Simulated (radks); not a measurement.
# Ionisation energy and size from Mg to Ar

The task here is to estimate one member of a computed series from the others.

Program: radks (a radial shooting solver on a logarithmic mesh, Libxc functionals) version 1. Level of theory: scalar-relativistic Kohn-Sham, PBEsol, spin-polarised, spherical densities, finite nucleus; open shells are filled with parallel spins first. These are calculated values, not measurements, unless marked.

### Starting point

```
species : Mg, Al, Si, P, S, Cl, Ar
runs    : 14, each species and its next ion
```

Set-up of the first run:

Input:

```text
Z 12
configuration [Ne] 3s2
relativity scalar-relativistic
functional pbe_sol,pbe_sol
spin polarised
nucleus finite rms 3.057 fm
c 137.035999084
```

Steps of the session up to this table: Mg, [Ne] 3s2; Mg⁺, [Ne] 3s1; Al, [Ne] 3s2 3p1; Al⁺, [Ne] 3s2; Si, [Ne] 3s2 3p2; Si⁺, [Ne] 3s2 3p1; P, [Ne] 3s2 3p3; P⁺, [Ne] 3s2 3p2; S, [Ne] 3s2 3p4; S⁺, [Ne] 3s2 3p3; Cl, [Ne] 3s2 3p5; Cl⁺, [Ne] 3s2 3p4; Ar, [Ar]; Ar⁺, [Ne] 3s2 3p5.

One of the session's tables, all rows but one given; the rest of the session is left out.

```
species  Δ-SCF (eV)  −ε(HOMO) (eV)  its <r> (bohr)
     Mg       7.538          4.679            3.15
     Al       5.927          2.984            3.39
     Si       8.227          4.586            2.74
      P      10.492          6.242            2.33
      S      10.214          5.965            2.12
     Cl           ?              ?               ?
     Ar      15.756         10.233            1.66
```

**Question.** Estimate the row for Cl.

**Answer.** Δ-SCF (eV): 13.023; −ε(HOMO) (eV): 8.095; its <r> (bohr): 1.86. In the column «Δ-SCF (eV)» it lies between P (10.492) and Ar (15.756).

Open shells are spherical and high-spin; term and fine-structure splittings are not resolved.
